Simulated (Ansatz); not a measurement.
# Cl5HW: a dynamics run in two tries

Aim: a short trajectory for this system.

Method: RHF/def2-SVP, in Ansatz 0.2.0.

**1. The system as given**

Bond lengths: W1–Cl2 2.289 Å, W1–Cl3 2.351 Å, W1–Cl4 2.289 Å, W1–H5 1.682 Å, W1–Cl6 2.289 Å, W1–Cl7 2.289 Å. Angles (14 of 15 angles, heavy atoms first): Cl2–W1–Cl3 98.6°, Cl2–W1–Cl4 88.7°, Cl2–W1–Cl6 88.7°, Cl2–W1–Cl7 162.8°, Cl3–W1–Cl4 98.6°, Cl3–W1–Cl6 98.6°, Cl3–W1–Cl7 98.6°, Cl4–W1–Cl6 162.8°, Cl4–W1–Cl7 88.7°, Cl6–W1–Cl7 88.7°, Cl2–W1–H5 81.4°, Cl3–W1–H5 180.0°, Cl4–W1–H5 81.4°, H5–W1–Cl6 81.4°.

As a file:

```xyz
7

W     0.1954    0.0000    0.0000
Cl   -0.1463    0.0000    2.2634
Cl    2.5459    0.0000    0.0000
Cl   -0.1463    2.2634    0.0000
H    -1.4861    0.0000    0.0000
Cl   -0.1463   -2.2634    0.0000
Cl   -0.1463    0.0000   -2.2634
```

**2. The run**

File input.yaml:

```yaml
crystal:
  periodic: [false, false, false]
  atoms:
    - { symbol: W, position_ang: [0.195362, 0.0, 0.0] }
    - { symbol: Cl, position_ang: [-0.146286, 0.0, 2.263427] }
    - { symbol: Cl, position_ang: [2.545919, 0.0, 0.0] }
    - { symbol: Cl, position_ang: [-0.146286, 2.263427, 0.0] }
    - { symbol: H, position_ang: [-1.486139, 0.0, 0.0] }
    - { symbol: Cl, position_ang: [-0.146286, -2.263427, 0.0] }
    - { symbol: Cl, position_ang: [-0.146286, 0.0, -2.263427] }
magnetization:
  spin_polarized: true
  initial_magnetization: 1
basis:
  gaussian: { orbitals: def2-SVP }
hamiltonian:
  xc: hf
md:
  timestep: 0.5
  n_steps: 25
  ensemble: nvt_langevin
  temperature: 2000.0
  initial_velocities: maxwell_boltzmann
  seed: 879135
  friction: 0.005
```

The run is started by

```sh
$ ansatz run input.yaml --threads 4 --pin off --max-ram 5120MiB --backend cpu --events-out ev --progress --plain --runs-dir out
```

Before running it: what results should come out? Wanted: first try.

The runs gave:

| quantity | value |
| --- | --- |
| first try | refused |
| cause | the number of unpaired electrons doesn't fit the number of electrons: even goes with even, odd with odd |

In words: The fault in the first input was caught at the input check and cost nothing.
